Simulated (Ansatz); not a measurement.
What does this script print? It uses the Ansatz DFT code, driven from Python.

Script `run_dimer.py`:
```python
"""Binding of a BClH2 dimer at a trial geometry."""

import ansatz as az

FIRST = [
    ("B", (-0.1179, 0.0073, -0.0544)),
    ("Cl", (1.4278, -0.3766, 0.7465)),
    ("H", (-1.1853, -0.5247, 0.2163)),
    ("H", (-0.1247, 0.8941, -0.9083)),
]
SECOND = [
    ("B", (4.6319, -1.4238, -2.5382)),
    ("Cl", (3.691, -2.1953, -1.2353)),
    ("H", (4.9965, -0.2565, -2.5269)),
    ("H", (4.9749, -2.1176, -3.4956)),
]

def energy(atoms, ghosts=()):
    molecule = az.Crystal.molecule()
    for symbol, xyz in atoms:
        molecule = molecule.atom(symbol, xyz)
    calc = (
        molecule.calculation()
        .basis(gaussian="def2-SVP")
        .functional("hf")
    )
    deck = calc.input()
    if ghosts:
        deck = deck.set(az.key.basis.gaussian.ghost_atoms, [{"symbol": s, "position_ang": list(xyz)} for s, xyz in ghosts])
    return az.Session.from_dict(deck).plan().execute().report["free_energy_ev"]

# ghost atoms carry the functions of the partner
both = energy(FIRST + SECOND)
alone = energy(FIRST) + energy(SECOND)
ghosted = energy(FIRST, SECOND) + energy(SECOND, FIRST)
print(f"dimer {both:.6f} eV")
print(f"interaction, uncorrected   {(both - alone):8.3f} eV")
print(f"interaction, counterpoise  {(both - ghosted):8.3f} eV")
print(f"basis-set superposition    {(alone - ghosted):8.3f} eV")
```

```console
$ python run_dimer.py
dimer -26406.023020 eV
interaction, uncorrected      0.034 eV
interaction, counterpoise     0.070 eV
basis-set superposition       0.036 eV
```

Uncorrected it is 0.034 eV, with the counterpoise correction 0.070 eV; the difference, 0.04 eV, is the superposition error. In this basis both values are repulsive.

Caveats:
- Total energies depend on the basis set; only differences at equal settings carry meaning.
- The dimer is a generated trial pose of unrelaxed monomers, not a minimum, so the figure is no binding energy, and the basis set is small.
- Hartree-Fock leaves correlation out, so bond, atomisation and ionisation energies come out well too low.
- This level lacks the dispersion part of the attraction (electrostatics and induction are there), which can decide the sign where the interaction is weak.
- It ran for 2 s on 1 thread of Intel(R) Xeon(R) Processor @ 2.30GHz (shared host), peak memory 0.22 GiB.
